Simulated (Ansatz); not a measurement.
Task: a charge-density difference against the sublattices of Al2O3, space group P-3m1, with Ansatz 0.2.0, Python API. Give the script and its output. Use (first run): LDA, PAW, cutoff 460 eV, 7×7×3 k-points, cold smearing of 0.02 eV.

```
Al O
1.0
     3.01748    0.00000    0.00000
    -1.50874    2.61322    0.00000
     0.00000    0.00000    7.57464
Al O
2 3
Direct
  0.00000 0.00000 0.27795
  0.00000 0.00000 0.72205
  0.33333 0.66667 0.19945
  0.66667 0.33333 0.80055
  0.00000 0.00000 0.50000
```

`drho.py`
```python
# -*- coding: utf-8 -*-
import warnings

import ansatz as az
import numpy as np

vectors0 = np.array([
    [3.017483, 0.0, 0.0],
    [-1.508741, 2.613217, 0.0],
    [0.0, 0.0, 7.574636],
])
sites = [
    ('Al', [0.0, 0.0, 0.277951]),
    ('Al', [0.0, 0.0, 0.722049]),
    ('O', [1 / 3, 2 / 3, 0.199454]),
    ('O', [2 / 3, 1 / 3, 0.800546]),
    ('O', [0.0, 0.0, 0.5]),
]


def make_crystal(cell):
    crystal = az.Crystal(lattice=az.Lattice.of(cell))
    for symbol, position in sites:
        crystal = crystal.atom(symbol, position)
    return crystal

warnings.simplefilter('ignore', az.DeckWarning)

def solve(crystal):
    return (
        crystal.calculation()
        .functional(az.Functional.LDA)
        .occupations('Marzari-Vanderbilt', width=0.02)
        .scf(tolerance=1e-07)
        .basis(460, grid_basis='typed')
        .kpoints(7, 7, 3)
        .density()
        .run(threads=1)
    )


whole = solve(make_crystal(vectors0))
difference = whole.density().channels[0].density_e_per_ang3.copy()
binding = whole.report['free_energy_ev']
for element in ['Al', 'O']:
    part = az.Crystal(lattice=az.Lattice.of(vectors0))
    for symbol, position in sites:
        if symbol == element:
            part = part.atom(symbol, position)
    alone = solve(part)
    difference -= alone.density().channels[0].density_e_per_ang3
    binding -= alone.report['free_energy_ev']
    print(f'{element} sublattice: {alone.report["n_electrons"]:g} electrons, {alone.report["n_iterations"]} iterations')

voxel = abs(np.linalg.det(vectors0)) / difference.size
print(f'energy of the crystal less its unpolarised sublattices: {binding / len(sites):.4f} eV/atom')
print(f'net charge of the difference {difference.sum() * voxel:.5f} e, charge moved {0.5 * np.abs(difference).sum() * voxel:.3f} e')
print(f'extremes {difference.min():.4f} and {difference.max():.4f} e/A^3')
for (symbol, position) in sites:
    index = tuple(int(round(p * n)) % n for p, n in zip(position, difference.shape))
    print(f'  change of the pseudo-density at the grid point nearest {symbol}: {difference[index]:+.4f} e/A^3')
profile = difference.mean(axis=(0, 1))
print('planar mean along the third vector:', np.round(profile[:: max(len(profile) // 12, 1)], 4))
```

`python drho.py` gives:
```text
Al sublattice: 6 electrons, 9 iterations
O sublattice: 18 electrons, 10 iterations
energy of the crystal less its unpolarised sublattices: -5.7936 eV/atom
net charge of the difference -0.00000 e, charge moved 1.608 e
extremes -0.1092 and 0.4343 e/A^3
  change of the pseudo-density at the grid point nearest Al: -0.0400 e/A^3
  change of the pseudo-density at the grid point nearest Al: -0.0400 e/A^3
  change of the pseudo-density at the grid point nearest O: -0.0211 e/A^3
  change of the pseudo-density at the grid point nearest O: -0.0211 e/A^3
  change of the pseudo-density at the grid point nearest O: +0.0414 e/A^3
planar mean along the third vector: [-0.0135 -0.0111  0.0155  0.031  -0.0416 -0.0301  0.0401  0.032   0.0175
 -0.0604  0.0069  0.0241 -0.0036 -0.0132]
```

Reading the output:
- These settings explore the input space; cutoff and mesh may be short of convergence.
- The fields are valence quantities on the plane-wave grid; their values near the nuclei depend on the potentials.
- This cell is a computed structure, which may not be the phase found in nature.
- Charge moved counts every rearrangement, bonding and polarisation too, and is no transfer between atoms; the bare sublattices are artificial references. Values near the nuclei depend on the potentials.
- Wall time of the script: 3 s on 1 thread of Intel(R) Xeon(R) Platinum 8259CL CPU @ 2.50GHz (Skylake/Cascade Lake), with other jobs on the host, peak memory 0.38 GiB.

(A comment or docstring line of the script was reworded after the run, the code is as it ran; lines on the test bed's own set-up are left out of the output.)
